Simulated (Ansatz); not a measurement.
# WF2: magnetic order and moments

Aim, for WF2: find which magnetic order is lowest.

Computed with Ansatz 0.2.0 (DFT PBEsol, scalar-relativistic, plane waves, PAW for the base; runs at other levels say so in their headings and inputs, unless a step's input says otherwise).

8 further runs of the same task are left out: 6 that didn't finish, 2 set aside as unsound or not needed. Runs told in other sessions of the task aren't counted.

### 1 The structure to begin with

It takes space group P4_2/mnm (No. 136, tetragonal). The conventional cell has a = 5.438 Å, b = 5.438 Å, c = 2.633 Å, α = 90.00°, β = 90.00°, γ = 90.00°. W (site symmetry mmm) is surrounded by 6 F at 2.14 to 2.15 Å. F (site symmetry m2m) has 3 W at 2.14 to 2.15 Å in its first shell of neighbours.

As a file:

```cif
data_structure
_symmetry_space_group_name_H-M 'P4_2/mnm'
_symmetry_Int_Tables_number 136
_cell_length_a 5.4382
_cell_length_b 5.4382
_cell_length_c 2.6334
_cell_angle_alpha 90.000
_cell_angle_beta 90.000
_cell_angle_gamma 90.000
_cell_volume 77.88
loop_
_atom_site_label
_atom_site_type_symbol
_atom_site_symmetry_multiplicity
_atom_site_Wyckoff_symbol
_atom_site_fract_x
_atom_site_fract_y
_atom_site_fract_z
_atom_site_occupancy
W1 W 2 a 0.00000 0.00000 0.00000 1
F1 F 4 f 0.27838 0.27838 0.00000 1
```

It is the result of an earlier relaxation at this level (volume 12.98 Å³/atom; gap on the mesh: none (metal)).

The structure is invented: a known structure type filled with these elements, not a reported compound.

### 2 Start: no spin polarisation, with U = 4 eV

input.yaml

```yaml
crystal:
  lattice:
    - [5.4382448701, 0.0, 0.0]
    - [0.0, 5.4382448701, 0.0]
    - [0.0, 0.0, 2.6333749419]
  atoms:
    - { symbol: W, position: [0.0, 0.0, 0.0] }
    - { symbol: W, position: [0.5, 0.5, 0.5] }
    - { symbol: F, position: [0.2783836547, 0.2783836547, 0.0] }
    - { symbol: F, position: [0.7216163453, 0.7216163453, 0.0] }
    - { symbol: F, position: [0.7783836547, 0.2216163453, 0.5] }
    - { symbol: F, position: [0.2216163453, 0.7783836547, 0.5] }
basis:
  ecutwfc: 420
kpoints:
  mp_grid: { grid: [8, 8, 14] }
hamiltonian:
  xc: pbesol
  hubbard: { sites: [{ species: W, l: d, u_eff: 4.0 }] }
scf:
  occupations: { method: gaussian, width: 0.05 }
output:
  forces: true
  stress: true
  eigenvalues: true
  write_density: true
  write_potential: true
  elf: true
  volumetric_format: npy
```

On the command line:

```bash
$ ansatz run input.yaml --threads 1 --pin off --max-ram 2560MiB --backend cpu --events-out ev --progress --plain --runs-dir out
```

The log of the run (excerpt; [...] marks lines left out):

```text
Warning: RAYON_NUM_THREADS=1 ignored (pool sized by the plan → 1); use --threads N
W: projections on atomic orbitals take those of the free atom [Kr 4d10 4f14] 5s2 5p6 5d4 6s2, of charge +0.00 (hamiltonian.pseudopotentials.projection_atoms); the dataset's partial waves leave at most 6.5e-5 of an orbital's norm unspanned inside its sphere
F: projections on atomic orbitals take those of the free atom [He] 2s2 2p5, of charge +0.00 (hamiltonian.pseudopotentials.projection_atoms); the dataset's partial waves leave at most 1.6e-8 of an orbital's norm unspanned inside its sphere
[...]
Pseudopotentials: kind: paw
Pseudopotential: W, paw, valence charge 14, recommended cutoff 420 eV (normal), W.paw.azcp
Pseudopotential: F, paw, valence charge 7, recommended cutoff 420 eV (normal), F.paw.azcp
Functional definition: PBEsol
[...]
Crystal: 6 atoms, lattice volume = 77.881 Å³
Basis set: ecut = 420 eV, 1533 PW (Γ), exchange–correlation on 80×80×36 points (8 copies of the dense FFT grid, shifted against one another)
Bands: 34, of which v1, the nominal top of the filled ones, is band 28 counted from 1 (27 counted from 0)
Symmetry: 16 space group operations
Space group: P42/mnm (ITA 136), of the structure as read, at distance tolerance 4.3e-5 Å
k-points: 120 of 896
[...]
SCF iter   1: F=—  HF=-23704.780941 eV  |F-HF|=—  |Δ(HF+E_count)|=         —  Δρ=1.69e-1  dr2=2.34e1  ethr=3.10e-3  ⟨swp⟩=6.0  Hψ=17260  notcnv=0
[...]
SCF iter  12: F=-23701.665488 eV  HF=-23701.665488 eV  |F-HF|=1.29e-8  |Δ(HF+E_count)|=   9.26e-7  Δρ=1.49e-5  dr2=7.34e-8  ethr=1.79e-10  ⟨swp⟩=15.4  Hψ=33283  notcnv=0
[...]
SCF converged after 12 iterations
Free energy (F): -23701.665488 eV
[...]
E sigma→0 (E₀):  -23701.663668 eV
Entropy (-TS):   -0.003641 eV (-0.607 meV/atom)
Fermi energy:    11.837297 eV
[...]
--- Forces (eV/Å), atoms counted from 1 ---
  atom   1  W      0.00000000    -0.00000000     0.00000000
  atom   2  W      0.00000000     0.00000000     0.00000000
  atom   3  F      0.00157438     0.00157438     0.00000000
  atom   4  F     -0.00157438    -0.00157438     0.00000000
  atom   5  F      0.00157438    -0.00157438     0.00000000
  atom   6  F     -0.00157438     0.00157438     0.00000000
[...]
--- Stress (GPa, compression-positive) ---
        4.081930       0.000000       0.000000
        0.000000       4.081930       0.000000
        0.000000       0.000000       2.295789
  P = ⅓ Tr σ = 3.4865 GPa (34.865 kbar)
--- Band table (eV; the first three rows and the last of 120) ---
[...]
Occupation matrices written to <dir>
```

It took 30 s on 1 thread of Intel Xeon Platinum 8375C at 2.90GHz (Ice Lake), shared host; peak memory 0.75 GiB.

Density in a lattice plane of the grid's cell (edges 5.44 and 5.44 Å, at 0.000 of the third edge), which holds W and F.

Ten even steps from '0' (0.01 e/Å³) to '9' (12.05 e/Å³):
```
443200000000000000000234
332000000000000000000013
110000000000000001100001
000000000000000124320000
000000000000000269841000
000000000000000269951000
000000000000000134420000
000000000000000001100000
000000000000000000000000
000000000000000000000000
000000000000000000000000
000000110000000000000000
000002443100000000000000
000015996200000000000000
000014896200000000000000
000002342100000000000000
110000110000000000000001
331000000000000000000023
443200000000000000000234
234210000000000000001243
```
Columns run along the first of these edges and rows up along the second, over one cell in 24 and 20 even steps from the bottom left corner. Atoms in the plane (fractional): W at (0.00, 0.00), F at (0.28, 0.28), F at (0.72, 0.72).

ELF in the same plane.

Values, 12 rows by 12 columns:
```
0.68 0.63 0.35 0.17 0.05 0.01 0.01 0.11 0.24 0.20 0.20 0.50
0.77 0.35 0.05 0.04 0.02 0.01 0.04 0.51 0.79 0.77 0.40 0.20
0.39 0.17 0.04 0.03 0.02 0.05 0.10 0.67 0.72 0.58 0.77 0.20
0.08 0.05 0.02 0.02 0.11 0.31 0.17 0.50 0.72 0.72 0.79 0.24
0.01 0.01 0.01 0.05 0.31 0.55 0.38 0.20 0.50 0.67 0.51 0.11
0.00 0.01 0.04 0.10 0.17 0.38 0.49 0.38 0.17 0.10 0.04 0.01
0.01 0.11 0.51 0.67 0.50 0.20 0.38 0.55 0.31 0.05 0.01 0.01
0.08 0.24 0.79 0.72 0.72 0.50 0.17 0.31 0.11 0.02 0.02 0.05
0.39 0.20 0.77 0.58 0.72 0.67 0.10 0.05 0.02 0.03 0.04 0.17
0.77 0.20 0.40 0.77 0.79 0.51 0.04 0.01 0.02 0.04 0.05 0.35
0.68 0.50 0.20 0.20 0.24 0.11 0.01 0.01 0.05 0.17 0.35 0.63
0.00 0.68 0.77 0.39 0.08 0.01 0.00 0.01 0.08 0.39 0.77 0.68
```
Columns run along the first of these edges and rows up along the second, over one cell in 12 and 12 even steps from the bottom left corner. Atoms in the plane (fractional): W at (0.00, 0.00), F at (0.28, 0.28), F at (0.72, 0.72).

Both are smooth fields of the valence electrons: close to the nuclei they are not physical.

Outside the cores ELF peaks at 0.83 in the shell around F, 0.6 Å from F; 0.57 between the atoms, 1.4 Å from W.

Result: -3950.2773 eV/atom at zero smearing, pressure 3.49 GPa, largest force 0.002 eV/Å and no gap on the mesh. The log warns that the count of filled bands differs between k-points.

### 3 Magnetic start with U = 4 eV: antiferromagnetic in the cell, signs +-

Changes to input.yaml since step 2:

```diff
@@ -6,4 +6,4 @@
   atoms:
-    - { symbol: W, position: [0.0, 0.0, 0.0] }
-    - { symbol: W, position: [0.5, 0.5, 0.5] }
+    - { symbol: W, position: [0.0, 0.0, 0.0], spin: 1.0 }
+    - { symbol: W, position: [0.5, 0.5, 0.5], spin: -1.0 }
     - { symbol: F, position: [0.2783836547, 0.2783836547, 0.0] }
@@ -25,5 +25,4 @@
   eigenvalues: true
-  write_density: true
-  write_potential: true
-  elf: true
-  volumetric_format: npy
+  populations: true
+magnetization:
+  spin_polarized: true
```

On the command line:

```bash
$ ansatz run input.yaml --threads 1 --pin off --max-ram 2560MiB --backend cpu --events-out ev --progress --plain --runs-dir out
```

The log of the run (excerpt; [...] marks lines left out):

```text
Warning: RAYON_NUM_THREADS=1 ignored (pool sized by the plan → 1); use --threads N
W: projections on atomic orbitals take those of the free atom [Kr 4d10 4f14] 5s2 5p6 5d4 6s2, of charge +0.00 (hamiltonian.pseudopotentials.projection_atoms); the dataset's partial waves leave at most 6.5e-5 of an orbital's norm unspanned inside its sphere
F: projections on atomic orbitals take those of the free atom [He] 2s2 2p5, of charge +0.00 (hamiltonian.pseudopotentials.projection_atoms); the dataset's partial waves leave at most 1.6e-8 of an orbital's norm unspanned inside its sphere
[...]
Pseudopotentials: kind: paw
Pseudopotential: W, paw, valence charge 14, recommended cutoff 420 eV (normal), W.paw.azcp
Pseudopotential: F, paw, valence charge 7, recommended cutoff 420 eV (normal), F.paw.azcp
Functional definition: PBEsol
[...]
Crystal: 6 atoms, lattice volume = 77.881 Å³
[...]
Fermi energy:    13.011195 eV
[...]
--- Forces (eV/Å), atoms counted from 1 ---
  atom   1  W     -0.00000000    -0.00000000     0.00000000
  atom   2  W      0.00000000     0.00000000     0.00000000
  atom   3  F      0.11682777     0.11682777     0.00000000
  atom   4  F     -0.11682777    -0.11682777     0.00000000
  atom   5  F      0.11682754    -0.11682754     0.00000000
  atom   6  F     -0.11682754     0.11682754     0.00000000
[...]
--- Stress (GPa, compression-positive) ---
        4.965551      -0.000001       0.000000
       -0.000001       4.965551       0.000000
        0.000000       0.000000      15.039781
  P = ⅓ Tr σ = 8.3236 GPa (83.236 kbar)
--- Band table (eV; the first three rows and the last of 336) ---
[...]
Occupation matrices written to <dir>
--- Löwdin populations: 6 sites ---
  site symbol       q [e]    m [muB]
     0      W     13.0517     1.3311
     1      W     13.0517    -1.3311
     2      F      7.4311     0.0057
     3      F      7.4311     0.0057
     4      F      7.4311    -0.0057
     5      F      7.4311    -0.0057
  spilling = 0.003079 (of n_electrons = 56.000000)
```

Run time: 1.9 min. Hardware: 1 thread of Intel Xeon Platinum 8375C at 2.90GHz (Ice Lake), shared host; peak memory 1.4 GiB.

Result: -3950.4601 eV/atom at zero smearing, pressure 8.32 GPa, largest force 0.165 eV/Å and no gap on the mesh. Site moments in spheres: W +0.74, W -0.74 μB; cell moment 0.00 μB. The log warns that the count of filled bands differs between k-points.

### 4 Which state is lowest with U = 4 eV

All runs keep the base geometry. Signs run over the atoms with starting moments. Energies are extrapolated to zero smearing. The moments by site are integrated in spheres around the atoms, sized by the neighbour distance.

```
                                  start                    ends  energy above the lowest (meV/atom)  site moments (μB)  gap on the mesh (eV)  pressure (GPa)  CPU time
antiferromagnetic in the cell, signs +-       antiferromagnetic                                0.00   W +0.74, W -0.74                 metal             8.3   1.9 min
                                no spin  non-magnetic (imposed)                                 183               none                 metal             3.5      30 s
```

These runs hit the time limit and are left out: large parallel starting moments.

### 5 Start: no spin polarisation, with r2SCAN

input.yaml

```yaml
crystal:
  lattice:
    - [5.4382448701, 0.0, 0.0]
    - [0.0, 5.4382448701, 0.0]
    - [0.0, 0.0, 2.6333749419]
  atoms:
    - { symbol: W, position: [0.0, 0.0, 0.0] }
    - { symbol: W, position: [0.5, 0.5, 0.5] }
    - { symbol: F, position: [0.2783836547, 0.2783836547, 0.0] }
    - { symbol: F, position: [0.7216163453, 0.7216163453, 0.0] }
    - { symbol: F, position: [0.7783836547, 0.2216163453, 0.5] }
    - { symbol: F, position: [0.2216163453, 0.7783836547, 0.5] }
basis:
  ecutwfc: 500
kpoints:
  mp_grid: { grid: [8, 8, 14] }
hamiltonian:
  xc: r2scan
scf:
  occupations: { method: gaussian, width: 0.1 }
  lower_state_search: "off"
output:
  forces: true
  stress: true
  eigenvalues: true
```

On the command line:

```bash
$ ansatz run input.yaml --threads 1 --pin off --max-ram 2560MiB --backend cpu --events-out ev --progress --plain --runs-dir out
```

The log of the run (excerpt; [...] marks lines left out):

```text
Warning: RAYON_NUM_THREADS=1 ignored (pool sized by the plan → 1); use --threads N
[...]
Pseudopotentials: kind: paw
Pseudopotential: W, paw, valence charge 14, recommended cutoff 500 eV (meta_gga), W.paw.azcp
Pseudopotential: F, paw, valence charge 7, recommended cutoff 500 eV (meta_gga), F.paw.azcp
Functional definition: r2SCAN
[...]
Crystal: 6 atoms, lattice volume = 77.881 Å³
Basis set: ecut = 500 eV, 1961 PW (Γ), exchange–correlation on 160×160×80 points (64 copies of the dense FFT grid, shifted against one another)
Bands: 34, of which v1, the nominal top of the filled ones, is band 28 counted from 1 (27 counted from 0)
Symmetry: 16 space group operations
Space group: P42/mnm (ITA 136), of the structure as read, at distance tolerance 4.3e-5 Å
k-points: 120 of 896
[...]
SCF iter   1: F=-24028.549940 eV  HF=-24028.318140 eV  |F-HF|=2.32e-1  |Δ(HF+E_count)|=         —  Δρ=2.07e-2  dr2=1.23e-1  dr2_τ=3.26e-1  ethr=1.77e-3  ⟨swp⟩=5.3  Hψ=17156  notcnv=0
[...]
SCF iter   7: F=-24028.575647 eV  HF=-24028.575647 eV  |F-HF|=4.86e-9  |Δ(HF+E_count)|=   5.12e-7  Δρ=1.22e-5  dr2=4.49e-8  dr2_τ=1.18e-8  ethr=1.79e-10  ⟨swp⟩=7.9  Hψ=20712  notcnv=0
[...]
SCF converged after 7 iterations
Free energy (F): -24028.575647 eV
[...]
E sigma→0 (E₀):  -24028.565566 eV
Entropy (-TS):   -0.020161 eV (-3.360 meV/atom)
Fermi energy:    12.700772 eV
[...]
--- Forces (eV/Å), atoms counted from 1 ---
  atom   1  W      0.00000000    -0.00000000     0.00000000
  atom   2  W      0.00000000     0.00000000     0.00000000
  atom   3  F     -0.05793136    -0.05793136     0.00000000
  atom   4  F      0.05793136     0.05793136     0.00000000
  atom   5  F     -0.05793136     0.05793136     0.00000000
  atom   6  F      0.05793136    -0.05793136     0.00000000
[...]
--- Stress (GPa, compression-positive) ---
        2.980926       0.000000       0.000000
        0.000000       2.980926       0.000000
        0.000000       0.000000       1.152356
  P = ⅓ Tr σ = 2.3714 GPa (23.714 kbar)
--- Band table (eV; the first three rows and the last of 120) ---
[...]
```

It took 30 s on 1 thread of Intel Xeon Platinum 8375C at 2.90GHz (Ice Lake), shared host; peak memory 0.71 GiB.

Read-out: -4004.7609 eV/atom at zero smearing, pressure 2.37 GPa, largest force 0.082 eV/Å and no gap on the mesh.

Stopped at the time limit and not shown: large parallel starting moments; antiferromagnetic in the cell, signs +-.

### 6 What came out

```
                        quantity                                                  value
      lowest state with U = 4 eV  antiferromagnetic; moments W +0.74, W -0.74 μB; metal
no spin polarisation with r2SCAN                   pressure 2.4 GPa, no gap on the mesh
```

In words: Lowest with U = 4 eV: the antiferromagnetic state (site moments W +0.74, W -0.74 μB); the best non-magnetic state lies 183 meV/atom higher. The states are those that the runs reached from these starts; a lower one can exist. Other magnetic orders or occupations could lie lower; they were not searched in full. The runs treat W without spin-orbit coupling. Some metallic runs here have no spin polarisation while others do; where cell and settings agree, the difference is what magnetism gains.
